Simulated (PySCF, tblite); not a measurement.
**C6H9B2 radical: geometry, infrared bands and EPR parameters**

Aim: predict the infrared bands and EPR parameters of C6H9B2 radical (`C#CB/C=[C]\B(C)C`).

Computed with tblite 0.8.0 and PySCF 2.14.0, with density-fitted response routines of our own, on a single molecule in the gas phase. Atoms are numbered from 0 throughout.

**1. Starting geometry**

17 atoms, charge 0, multiplicity 2; geometry from: force field or distance geometry start.

Bonds of the start (Å): C0–C1 1.22, C1–B2 1.53, B2–C3 1.57, C3–C4 1.34, C4–B5 1.58, B5–C6 1.59, B5–C7 1.59, C0–H8 1.06, B2–H9 1.18, C3–H10 1.09, C6–H11 1.10, C6–H12 1.11, C6–H13 1.11, C7–H14 1.11, C7–H15 1.12, C7–H16 1.11.

**2. Optimising the geometry with GFN2-xTB**

Job settings and geometry (Å):

```
{"job": {"kind": "relax", "xc": "GFN2-xTB", "basis": "xTB"}, "charge": 0, "multiplicity": 2}
C      4.505500    -1.289800    -0.707500
C      3.622600    -0.633000    -0.192000
B      2.529400     0.185200     0.488200
C      1.019500    -0.091600     0.144500
C      0.062100     0.623100     0.745600
B     -1.479500     0.417200     0.472800
C     -1.999600    -0.697600    -0.538100
C     -2.500300     1.359400     1.247900
H      5.265200    -1.860500    -1.166000
H      2.806800     1.041000     1.253900
H      0.777600    -0.890400    -0.554400
H     -1.596500    -0.509000    -1.546200
H     -3.113600    -0.691000    -0.575400
H     -1.660200    -1.700600    -0.190600
H     -2.312900     2.422900     0.981400
H     -2.384000     1.222600     2.350200
H     -3.549200     1.104200     0.969000
```

On the command line:

```bash
$ OMP_NUM_THREADS=1 python probes_run.py task.json out
```

The driver reads the jobs from task.json and runs them one after another.

Log:

```text
step      E/eV     max force
  0    -535.33328    2.283
  1    -535.47632    1.402
  2    -535.51576    3.398
  3    -535.59711    0.866
  4    -535.61315    0.540
  5    -535.62648    0.360
  6    -535.65132    0.512
  7    -535.67796    0.574
  8    -535.70795    1.379
  9    -535.73548    0.440
 10    -535.75426    0.273
 11    -535.76337    0.270
 12    -535.76888    0.278
 13    -535.78184    0.348
 14    -535.79374    0.425
 15    -535.81177    0.482
 16    -535.83264    0.476
 17    -535.86229    0.561
 18    -535.88750    0.436
 19    -535.91022    0.387
 20    -535.92484    0.362
 21    -535.94166    0.413
 22    -535.96326    0.522
 23    -535.99048    0.468
 24    -536.01430    0.668
 25    -536.02947    0.411
 26    -536.04646    0.331
 27    -536.06313    0.296
 28    -536.08793    0.312
 29    -536.11019    0.359
 30    -536.13857    0.473
 31    -536.16983    0.502
 32    -536.20488    0.438
 33    -536.22643    0.408
 34    -536.24195    0.332
 35    -536.26033    0.307
 36    -536.27540    0.267
 37    -536.28343    0.458
 38    -536.28990    0.293
 39    -536.29686    0.194
 40    -536.31254    0.265
 41    -536.32187    0.172
 42    -536.33512    0.178
 43    -536.34045    0.244
 44    -536.34506    0.272
 45    -536.34977    0.151
 46    -536.35433    0.167
 47    -536.35747    0.167
 48    -536.36061    0.151
 49    -536.36577    0.190
 50    -536.36946    0.173
 51    -536.37239    0.115
 52    -536.37439    0.160
 53    -536.37632    0.251
 54    -536.37920    0.280
 55    -536.38423    0.231
 56    -536.38922    0.191
 57    -536.39269    0.172
 58    -536.39680    0.182
 59    -536.40134    0.240
 60    -536.40623    0.235
 61    -536.41060    0.181
 62    -536.41427    0.228
 63    -536.41882    0.211
 64    -536.42433    0.166
 65    -536.42751    0.108
 66    -536.42974    0.107
 67    -536.43137    0.098
 68    -536.43327    0.146
 69    -536.43560    0.127
 70    -536.43786    0.138
 71    -536.43937    0.062
 72    -536.44028    0.074
 73    -536.44111    0.094
 74    -536.44225    0.133
 75    -536.44401    0.157
 76    -536.44590    0.133
 77    -536.44782    0.119
 78    -536.44976    0.124
 79    -536.45204    0.142
 80    -536.45425    0.175
 81    -536.45592    0.100
 82    -536.45668    0.097
 83    -536.45728    0.068
 84    -536.45788    0.066
 85    -536.45861    0.063
 86    -536.45945    0.063
 87    -536.46028    0.073
 88    -536.46086    0.077
 89    -536.46129    0.073
 90    -536.46171    0.070
 91    -536.46242    0.106
 92    -536.46381    0.104
 93    -536.46518    0.170
 94    -536.46629    0.086
 95    -536.46700    0.063
 96    -536.46740    0.059
 97    -536.46761    0.147
 98    -536.46787    0.035
 99    -536.46803    0.029
100    -536.46830    0.044
101    -536.46862    0.049
102    -536.46902    0.041
103    -536.46930    0.036
104    -536.46954    0.033
105    -536.46981    0.044
106    -536.47009    0.040
107    -536.47033    0.034
108    -536.47052    0.039
109    -536.47074    0.034
110    -536.47110    0.056
111    -536.47155    0.071
112    -536.47200    0.059
113    -536.47234    0.044
114    -536.47258    0.044
115    -536.47283    0.042
116    -536.47318    0.042
117    -536.47363    0.056
118    -536.47419    0.056
119    -536.47477    0.063
120    -536.47537    0.075
121    -536.47591    0.076
122    -536.47651    0.060
123    -536.47706    0.062
124    -536.47760    0.061
125    -536.47798    0.050
126    -536.47831    0.052
127    -536.47866    0.055
128    -536.47912    0.060
129    -536.47958    0.053
130    -536.47991    0.065
131    -536.48008    0.028
132    -536.48017    0.022
133    -536.48023    0.021
134    -536.48033    0.025
135    -536.48048    0.026
136    -536.48067    0.028
137    -536.48084    0.031
138    -536.48094    0.021
139    -536.48098    0.018
140    -536.48102    0.018
141    -536.48108    0.019
142    -536.48118    0.022
143    -536.48131    0.030
144    -536.48144    0.038
145    -536.48154    0.036
146    -536.48165    0.034
147    -536.48177    0.027
148    -536.48188    0.022
149    -536.48197    0.020
150    -536.48202    0.013
151    -536.48206    0.013
152    -536.48210    0.012
153    -536.48212    0.014
154    -536.48215    0.013
155    -536.48218    0.017
156    -536.48222    0.018
157    -536.48227    0.024
158    -536.48235    0.024
159    -536.48247    0.037
160    -536.48268    0.048
161    -536.48304    0.070
162    -536.48360    0.097
163    -536.48443    0.136
164    -536.48441    0.125
165    -536.48483    0.123
166    -536.48566    0.052
167    -536.48604    0.079
168    -536.48622    0.037
169    -536.48639    0.025
170    -536.48652    0.025
171    -536.48656    0.022
172    -536.48658    0.011
173    -536.48660    0.010
174    -536.48661    0.011
175    -536.48662    0.008
```

It took 0.87 s on 1 thread of Arm Neoverse V2, shared host.

Step by step: (not every step is listed)

```csv
step,energy from step 0 (eV),largest force (eV/Å)
0,0.0000,2.2832
1,-0.1430,1.4024
2,-0.1825,3.3982
3,-0.2638,0.8659
4,-0.2799,0.5399
5,-0.2932,0.3597
6,-0.3180,0.5120
7,-0.3447,0.5740
8,-0.3747,1.3788
24,-0.6810,0.6679
40,-0.9793,0.2650
56,-1.0559,0.1906
72,-1.1070,0.0744
88,-1.1276,0.0771
104,-1.1363,0.0328
120,-1.1421,0.0748
136,-1.1474,0.0282
152,-1.1488,0.0124
168,-1.1529,0.0371
170,-1.1532,0.0252
171,-1.1533,0.0216
172,-1.1533,0.0110
173,-1.1533,0.0104
174,-1.1533,0.0114
175,-1.1533,0.0078
```

Distances of close pairs at the start and the end, largest changes first:

```csv
bond,before (Å),after (Å),change (Å)
C4–B5,1.579,1.465,-0.114
C3–C4,1.337,1.300,-0.038
C6–H12,1.115,1.087,-0.027
C7–H15,1.117,1.090,-0.027
C6–H13,1.114,1.088,-0.026
C7–H16,1.115,1.089,-0.026
C7–H14,1.112,1.087,-0.025
C1–B2,1.526,1.502,-0.024
```

The end geometry stands in the next job.

**3. Harmonic vibrations with GFN2-xTB**

Job settings and geometry (Å):

```
{"job": {"kind": "ir", "xc": "GFN2-xTB", "basis": "xTB"}, "charge": 0, "multiplicity": 2}
C      4.767473    -0.706120    -0.370812
C      3.631489    -0.616351     0.025773
B      2.209211    -0.498379     0.493308
C      1.166214     0.140945    -0.461013
C     -0.096952     0.227836    -0.168446
B     -1.499489     0.267946     0.253172
C     -2.455860    -0.964662    -0.071774
C     -2.082425     1.549633     0.996150
H      5.762239    -0.791272    -0.703434
H      1.886566    -0.885319     1.549165
H      1.538922     0.507040    -1.416139
H     -2.864966    -0.858624    -1.076999
H     -3.301266    -1.022393     0.609552
H     -1.933403    -1.918834    -0.048184
H     -1.377761     2.375386     1.058110
H     -2.375029     1.292437     2.013675
H     -2.981962     1.912760     0.501266
```

Log:

```text
mode    cm-1     km/mol
  1      26.2      0.02
  2      45.6      0.33
  3      60.6      0.84
  4      62.4      0.22
  5      71.9      0.52
  6     129.5      0.94
  7     138.4      0.09
  8     246.9      0.15
  9     273.1      0.67
 10     294.0      0.28
 11     400.0      2.14
 12     406.6      1.26
 13     473.1      1.35
 14     643.8      9.41
 15     646.4     11.49
 16     671.2     27.19
 17     691.7      0.84
 18     745.0    122.14
 19     757.5      1.19
 20     853.0      3.46
 21     867.0      6.10
 22     872.3    129.56
 23     907.4      7.84
 24     948.1      2.48
 25    1090.5     24.78
 26    1095.6     95.93
 27    1137.0     44.50
 28    1225.2    506.01
 29    1376.3     11.00
 30    1383.8      2.39
 31    1490.7      0.62
 32    1493.0      0.54
 33    1496.0      1.56
 34    1500.1      3.80
 35    1843.8    250.82
 36    2187.8     67.68
 37    2645.7     95.33
 38    2924.8     27.78
 39    2992.5     23.86
 40    3001.1     45.31
 41    3015.5     31.74
 42    3025.6     38.09
 43    3034.2     32.93
 44    3035.8     53.97
 45    3357.2      1.50
```

It took 0.41 s on 1 thread of Arm Neoverse V2, shared host.

The strongest bands and the atoms that carry them (share of the mass-weighted mode):

```csv
cm⁻¹,km/mol,atoms
745,122.1,"H10 26 %, B2 20 %, H8 17 %, C3 17 %"
872,129.6,"B5 20 %, H11 16 %, H16 15 %, H15 10 %"
1096,95.9,"B5 67 %, C7 12 %, C6 10 %"
1225,506.0,"B5 40 %, C3 26 %, B2 13 %"
1844,250.8,"C4 62 %, C3 31 %"
2188,67.7,"C1 57 %, C0 33 %"
2646,95.3,H9 92 %
3036,54.0,"H14 64 %, H12 28 %"
```

**4. EPR parameters: B3LYP/pcH-1**

Settings changed since step 3:

```diff
@@ -1,2 +1,2 @@
-{"job": {"kind": "ir", "xc": "GFN2-xTB", "basis": "xTB"}, "charge": 0, "multiplicity": 2}
+{"job": {"kind": "epr", "basis": "pcH-1"}, "charge": 0, "multiplicity": 2}
 C      4.767473    -0.706120    -0.370812
```

Method: UKS B3LYP, pcH-1 on B C H, non-relativistic, mean-field spin-orbit, GIAO.

Log:

```text
UKS, coarse grid
  cycle   1  E = -283.57936237  |g| = 4.24e-01
  cycle   2  E = -283.53861963  |g| = 5.08e-01
  cycle   3  E = -283.66689656  |g| = 1.32e-01
  cycle   4  E = -283.67442984  |g| = 5.32e-02
  cycle   5  E = -283.67584469  |g| = 1.62e-02
  cycle   6  E = -283.67600187  |g| = 3.33e-03
  cycle   7  E = -283.67601456  |g| = 1.91e-03
  cycle   8  E = -283.67601909  |g| = 7.13e-04
UKS, final grid
  cycle   1  E = -283.67602258  |g| = 7.76e-04
  cycle   2  E = -283.67602232  |g| = 1.27e-03
  cycle   3  E = -283.67602328  |g| = 2.38e-04
  cycle   4  E = -283.67602337  |g| = 1.59e-04
  cycle   5  E = -283.67602344  |g| = 8.65e-05
  cycle   6  E = -283.67602345  |g| = 3.03e-05
  cycle   7  E = -283.67602345  |g| = 6.56e-06
E = -283.67602345 Eh   <S^2> = 0.7545 (exact 0.7500)
g shifts (ppm)      1          2          3
  rmc          -125       -125       -125
  gc             24          3         17
  oz_so        -228        -26        390
  total        -328       -147        282
hyperfine (MHz)  atom isotope    a_iso     a_fc   dipolar eigenvalues
    0   13C       1.60       1.60     -1.65      0.47      1.18
    1   13C       6.96       6.96     -0.78     -0.51      1.29
    2   11B      83.34      83.34     -5.70     -4.08      9.78
    3   13C     -35.54     -35.54    -11.40      2.65      8.74
    4   13C      33.22      33.22    -63.48    -52.65    116.13
    5   11B      -8.24      -8.24    -15.44     -7.93     23.37
    6   13C      -5.22      -5.22     -1.86      0.41      1.45
    7   13C      -5.97      -5.97     -1.56      0.72      0.84
    8    1H       0.29       0.29     -0.56     -0.13      0.69
    9    1H      -3.53      -3.53     -4.15     -1.68      5.83
   10    1H     170.00     170.00     -5.14     -3.61      8.75
   11    1H      39.59      39.59     -3.23     -1.60      4.82
   12    1H       4.97       4.97     -2.02     -1.90      3.92
   13    1H      11.58      11.58     -3.18     -2.32      5.50
   14    1H       0.29       0.29     -2.84     -2.81      5.64
   15    1H      31.67      31.67     -2.62     -2.01      4.63
   16    1H      24.35      24.35     -2.40     -2.02      4.42
```

Wall time 65 s (1 thread of Arm Neoverse V2, shared host); peak memory 1.1 GiB.

Principal g values 2.00199, 2.00217, 2.00260; g(iso) = 2.00225, against 2.00232 for a free electron.

Hyperfine couplings; where a row names several nuclei, a(iso) is their mean (it holds for fast rotation or exchange) and the dipolar term the largest among them:

```csv
nuclei,isotope,a(iso) (MHz),"a(iso) (G, at g = 2.0023)",largest dipolar term (MHz)
H10,1H,170.0,60.7,8.8
B2,11B,83.3,29.7,9.8
C3,13C,-35.5,-12.7,-11.4
C4,13C,33.2,11.9,116.1
"H11, H12, H13, H14, H15, H16",1H,18.7,6.7,5.6
B5,11B,-8.2,-2.9,23.4
C1,13C,7.0,2.5,1.3
"C6, C7",13C,-5.6,-2.0,-1.9
H9,1H,-3.5,-1.3,5.8
C0,13C,1.6,0.6,-1.6
H8,1H,0.3,0.1,0.7
```

Mulliken spin populations:

C0 0.00; C1 0.01; B2 0.05; C3 -0.11; C4 0.78; B5 0.21; C6 -0.02; C7 -0.02; H8 0.00; H9 0.00; H10 0.07; H11 0.01; H12 0.00; H13 0.00; H14 0.00; H15 0.01; H16 0.01

In first order the couplings over 0.8 MHz of 1H, 11B give 421 distinct lines over 200.0 G, if the averaged nuclei exchange fast.

Orbitals, density, ELF and potential are computed afterwards from the orbital file.

ELF in a plane through or near 7 of the atoms.

Ten even steps from '0' (0.00) to '9' (0.99):
```
0000000000000000000000000000
0000000000000000000000000000
0000000000000000000000000000
0000000000000002630000000000
0000000000000008981000000000
0000000000000008983100000000
0000012310012103855410000000
0000034541133301644620000000
0004657776375563875410000000
0029964858295686172100000000
0039952629185686261000000000
0018967877374564885620000000
0000235652133301738970000000
0000013320012005828850000000
0000000000000019973310000000
0000000000000029961000000000
0000000000000005610000000000
0000000000000000000000000000
0000000000000000000000000000
0000000000000000000000000000
```
The map spans 17.0 Å across and 9.7 Å up, centred on the molecule. Atoms in the plane (x, y in Å): C0 (-4.9, 0.0), C1 (-3.7, 0.0), B5 (1.5, 0.0), C6 (2.2, -1.4), C7 (2.4, 1.4), H8 (-5.9, -0.1), H14 (1.8, 2.2).

On the surface of density 0.002 e/bohr³ the electrostatic potential runs, from the 1st to the 99th percentile, from -0.67 V near C1 to 1.45 V near H8.

The spin density lies nearest to C4 58 %; B5 17 %; H10 7 %.

**5. Results**

| quantity | value |
| --- | --- |
| strongest single infrared mode (GFN2-xTB) | 1225 cm⁻¹, 506 km/mol |
| zero-point energy (GFN2-xTB) | 79.5 kcal/mol |
| g(iso) (B3LYP) | 2.00225 |
| ⟨S²⟩ | 0.755 (exact 0.75) |
| largest a(iso) (averaged by class) | 1H on H10, 170.0 MHz |
| surface potential, 1st and 99th percentile | -0.67 V and 1.45 V |

What this shows: Over 175 steps the energy fell by 1.153 eV; of the close pairs, C4–B5 changed most, 1.579 to 1.465 Å. All 45 modes are real, so the xTB geometry is a minimum. The strongest single mode, at 1225 cm⁻¹, is carried by B5, C3, B2. GFN2-xTB is a fitted tight-binding method: band positions and strengths are rough. Its intensities can rank the bands wrongly. Most of the unpaired spin sits on C4 (0.78 e). The isotropic g lies 0.1 ppt below the free-electron value.
